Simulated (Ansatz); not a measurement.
# TaBe₂, space group Fd-3m: a convergence test of the k-point mesh

Computed with the Python package of Ansatz (0.2.0).

At the Python prompt:
```pycon
>>> import ansatz as az
>>> import numpy as np
>>> from tabulate import tabulate
>>> vectors = np.array([
...     [0.0, 3.25587, 3.25587],
...     [3.25587, 0.0, 3.25587],
...     [3.25587, 3.25587, 0.0],
... ])
>>> cell = (
...     az.Lattice.of(vectors)
...     .atom('Ta', (0.75, 0.75, 0.75))
...     .atom('Ta', (0.5, 0.5, 0.5))
...     .atom('Be', (0.125, 0.625, 0.125))
...     .atom('Be', (0.125, 0.125, 0.625))
...     .atom('Be', (0.625, 0.125, 0.125))
...     .atom('Be', (0.125, 0.125, 0.125))
... )
>>> base = (
...     cell.calculation()
...     .occupations(az.OccupationsMethod.COLD, width=100 * az.meV)
...     .functional('r2SCAN')
...     .forces()
...     .stress()
... )
>>> rows = []
>>> for value in [(2, 2, 2), (3, 3, 3), (4, 4, 4), (5, 5, 5), (6, 6, 6), (7, 7, 7)]:
...     report = base.kpoints(*value).run(threads=1, pin='off').report
...     rows.append((value, report['free_energy_ev'] / len(report['lattice']['sites']), report['n_iterations'], sum(report['stress_gpa'][i][i] for i in range(3)) / 3, max(abs(f) for row in report['forces_ev_ang'] for f in row), report['n_kpoints']))
...
DeckWarning: basis.ecutwfc = 500 eV, auto-derived from the records' recommended cutoffs: set by Ta (their level for a meta-GGA)
>>> print(tabulate(rows, headers=['mesh', 'F/atom (eV)', 'iterations', 'P (GPa)', 'max component (eV/A)', 'k-points'], floatfmt='.4f', tablefmt='grid'))
+-----------+---------------+--------------+-----------+------------------------+------------+
| mesh      |   F/atom (eV) |   iterations |   P (GPa) |   max component (eV/A) |   k-points |
+===========+===============+==============+===========+========================+============+
| (2, 2, 2) |    -3377.2373 |            6 |    3.6925 |                 0.0000 |          3 |
+-----------+---------------+--------------+-----------+------------------------+------------+
| (3, 3, 3) |    -3377.1942 |            7 |   -0.8485 |                 0.0000 |          4 |
+-----------+---------------+--------------+-----------+------------------------+------------+
| (4, 4, 4) |    -3377.2129 |            7 |    0.2312 |                 0.0000 |          8 |
+-----------+---------------+--------------+-----------+------------------------+------------+
| (5, 5, 5) |    -3377.2212 |            7 |   -0.3730 |                 0.0000 |         10 |
+-----------+---------------+--------------+-----------+------------------------+------------+
| (6, 6, 6) |    -3377.2153 |            7 |   -0.2744 |                 0.0000 |         16 |
+-----------+---------------+--------------+-----------+------------------------+------------+
| (7, 7, 7) |    -3377.2159 |            7 |   -0.4313 |                 0.0000 |         20 |
+-----------+---------------+--------------+-----------+------------------------+------------+
>>> # differences from the last row
>>> for row in rows[:-1]:
...     shift = 1000 * (row[1] - rows[-1][1])
...     print(f'{row[0]}: {shift:+.2f} meV/atom' + ('  (within 2 meV)' if abs(shift) < 2 else ''))
...
(2, 2, 2): -21.40 meV/atom
(3, 3, 3): +21.73 meV/atom
(4, 4, 4): +3.07 meV/atom
(5, 5, 5): -5.27 meV/atom
(6, 6, 6): +0.61 meV/atom  (within 2 meV)
```

From 6×6×6 on it stays within 2 meV an atom of the value at 7×7×7; the first row (2×2×2) is off by 21.4 meV and the last but one by 0.61 meV. That rests on few rows after larger swings, so the series isn't shown to be converged. It goes up and down, since the sum over k-points isn't variational. The pressure moves from 3.69 to -0.43 GPa.

Notes:
- Spin is left out of this run.
- Forces vanish by symmetry here and test nothing.
- Pressure is positive in compression.
- Spin-orbit coupling, which matters for elements this heavy, is left out.
- The structure comes from a database of computed cells and needn't be a stable or known phase.
- Warnings are shown shortened and without file and line.
- Shifts are counted from the finest mesh, which is itself no proven limit.
- Hardware and time: 18 s on 1 thread of Arm Neoverse V2, on a shared host, peak memory 0.63 GiB.
